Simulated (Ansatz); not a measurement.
# CH3GeO: the cost of one run

Computed with Ansatz 0.2.0, Gaussian basis. Level: PBE0-D4/STO-3G.

1 further run of the same task is left out (it didn't finish).

## (1) Starting geometry

6 atoms, charge 1, spin multiplicity 1.

Atoms are counted from 1 here; the program's logs count them from 0.

Bond lengths: O1–C2 1.106 Å, C2–Ge3 1.999 Å, Ge3–H4 1.492 Å, Ge3–H5 1.492 Å, Ge3–H6 1.492 Å. Angles: O1–C2–Ge3 179.6°, C2–Ge3–H4 98.3°, C2–Ge3–H5 98.1°, C2–Ge3–H6 98.1°, H4–Ge3–H5 118.0°, H4–Ge3–H6 118.0°, H5–Ge3–H6 118.0°.

Coordinates:

```xyz
6
CH3GeO
O     0.2877   -2.2347    0.7062
C     0.1501   -1.1889    0.3722
Ge   -0.0905    0.7049   -0.2223
H    -1.3850    0.5420   -0.9462
H     1.1547    0.8304   -1.0342
H    -0.1170    1.3463    1.1242
```

## (2) The run

File md/in.yaml:

```yaml
crystal:
  periodic: [false, false, false]
  atoms:
    - {symbol: O, position_ang: [0.287650, -2.234660, 0.706190]}
    - {symbol: C, position_ang: [0.150070, -1.188910, 0.372230]}
    - {symbol: Ge, position_ang: [-0.090470, 0.704950, -0.222270]}
    - {symbol: H, position_ang: [-1.385010, 0.541950, -0.946190]}
    - {symbol: H, position_ang: [1.154710, 0.830370, -1.034160]}
    - {symbol: H, position_ang: [-0.116960, 1.346310, 1.124190]}
basis:
  gaussian: {orbitals: STO-3G}
total_charge: 1
hamiltonian: {xc: pbe0, dispersion: d4}
md: {n_steps: 60, timestep: 0.75, temperature: 500, ensemble: nvt_langevin, seed: 642, friction: 0.05, initial_velocities: maxwell_boltzmann}
```

Started as:

```sh
ansatz run in.yaml --threads 2 --pin off --events-out ev --progress --plain --max-ram 3481MiB
```

**Question.** How long does this run take on 2 threads of Intel Xeon at 2.50GHz, shared host, and how much memory does it need?

About 3 min, with a peak of 0.1 GiB.
